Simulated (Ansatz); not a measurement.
# C₂H₈B₂O: a ladder of functionals and wavefunction methods

An exercise on one series of results from a longer session: the logs are not shown, and one member is left open.

Computed with Ansatz 0.2.0, Gaussian basis. Level: functionals in def2-TZVPP, the program's frozen cores in correlated methods.

The runs, in order: PBE-D4, r2SCAN-D4, PBE0-D4, B3LYP-D4, ωB97X-V, ωB97M-V, B2PLYP; CCSD(T)/def2-TZVPP; MP2/def2-QZVPP; extrapolation to the limit.

### Structure used throughout

The geometry comes from an earlier relaxation with PBE0-D4 in a triple-zeta def2 set; it is a stationary point, not always the lowest conformer.

SMILES `CBCBO`, 13 atoms, charge 0, spin multiplicity 1.

Atoms are counted from 1 here; the program's logs count them from 0.

Bond lengths: C1–B2 1.559 Å, C1–H6 1.092 Å, C1–H7 1.100 Å, C1–H8 1.095 Å, B2–C3 1.555 Å, B2–H9 1.203 Å, C3–B4 1.573 Å, C3–H10 1.098 Å, C3–H11 1.095 Å, B4–O5 1.355 Å, B4–H12 1.198 Å, O5–H13 0.962 Å. Angles: B2–C1–H6 115.4°, B2–C1–H7 107.0°, B2–C1–H8 112.2°, H6–C1–H7 107.4°, H6–C1–H8 109.4°, H7–C1–H8 104.7°, C1–B2–C3 123.5°, C1–B2–H9 118.2°, C3–B2–H9 118.2°, B2–C3–B4 107.9°, B2–C3–H10 108.4°, B2–C3–H11 113.2°, B4–C3–H10 104.6°, B4–C3–H11 111.9°, H10–C3–H11 110.4°, C3–B4–O5 123.0°, C3–B4–H12 121.6°, O5–B4–H12 115.4° and more.

Coordinates:

```xyz
13
C2H8B2O
C    -1.8424   -0.1101   -0.5615
B    -0.4089   -0.7212   -0.5322
C     0.5888   -0.5164    0.6428
B     1.7166    0.4640    0.1532
O     1.8163    1.7455    0.5809
H    -2.0592    0.6136    0.2274
H    -2.5503   -0.9441   -0.4459
H    -2.0856    0.3280   -1.5346
H    -0.0513   -1.3781   -1.4739
H     1.1086   -1.4663    0.8265
H     0.1073   -0.1609    1.5601
H     2.5408    0.1241   -0.6477
H     1.1396    1.9870    1.2199
```

The first run:

in.yaml

```yaml
crystal:
  periodic: [false, false, false]
  atoms:
    - {symbol: C, position_ang: [-1.842440, -0.110058, -0.561517]}
    - {symbol: B, position_ang: [-0.408871, -0.721210, -0.532219]}
    - {symbol: C, position_ang: [0.588820, -0.516356, 0.642842]}
    - {symbol: B, position_ang: [1.716624, 0.464006, 0.153158]}
    - {symbol: O, position_ang: [1.816257, 1.745465, 0.580856]}
    - {symbol: H, position_ang: [-2.059194, 0.613638, 0.227440]}
    - {symbol: H, position_ang: [-2.550268, -0.944118, -0.445929]}
    - {symbol: H, position_ang: [-2.085574, 0.328000, -1.534619]}
    - {symbol: H, position_ang: [-0.051330, -1.378075, -1.473935]}
    - {symbol: H, position_ang: [1.108650, -1.466257, 0.826495]}
    - {symbol: H, position_ang: [0.107348, -0.160857, 1.560096]}
    - {symbol: H, position_ang: [2.540762, 0.124053, -0.647665]}
    - {symbol: H, position_ang: [1.139617, 1.986966, 1.219898]}
basis:
  gaussian: {orbitals: def2-TZVPP}
hamiltonian: {xc: pbe, dispersion: d4}
output: {forces: true, orbitals: {seedname: orbitals}}
```

Run with:

```sh
$ ansatz run in.yaml --threads 4 --pin off --events-out ev --progress --plain --max-ram 10444MiB
```

Steps of the session up to this table: PBE-D4 (GGA); r2SCAN-D4 (meta-GGA); PBE0-D4 (hybrid); B3LYP-D4 (hybrid); ωB97X-V (range-separated); ωB97M-V (range-separated); B2PLYP (double hybrid); CCSD(T) in def2-TZVPP; MP2 in def2-QZVPP.

One table of the session follows, with a row left open; its other results are not shown here.

It belongs to the step «Atomisation energies». 

| method | atoms, summed (eV) | atomisation energy (kcal/mol) |
| --- | --- | --- |
| PBE-D4 | -5546.189 | 1244.2 |
| r2SCAN-D4 | ? | ? |
| PBE0-D4 | -5547.699 | 1229.4 |
| B3LYP-D4 | -5555.485 | 1226.8 |
| ωB97X-V | -5553.112 | 1224.1 |
| ωB97M-V | -5551.724 | 1229.0 |
| B2PLYP | -5550.192 | 1215.0 |
| HF/def2-TZVPP | -5531.088 | 941.2 |
| MP2/def2-TZVPP | -5540.908 | 1212.6 |
| CCSD/def2-TZVPP | -5543.600 | 1180.4 |
| CCSD(T)/def2-TZVPP | -5543.860 | 1194.1 |
| MP2/CBS | -5542.698 | 1237.6 |
| CCSD(T)/CBS | -5545.649 | 1219.2 |

Estimate the missing values for r2SCAN-D4.

As computed: atoms, summed (eV): -5551.051; atomisation energy (kcal/mol): 1231.4. In the column «atoms, summed (eV)» it lies between ωB97M-V (-5551.724) and B2PLYP (-5550.192).
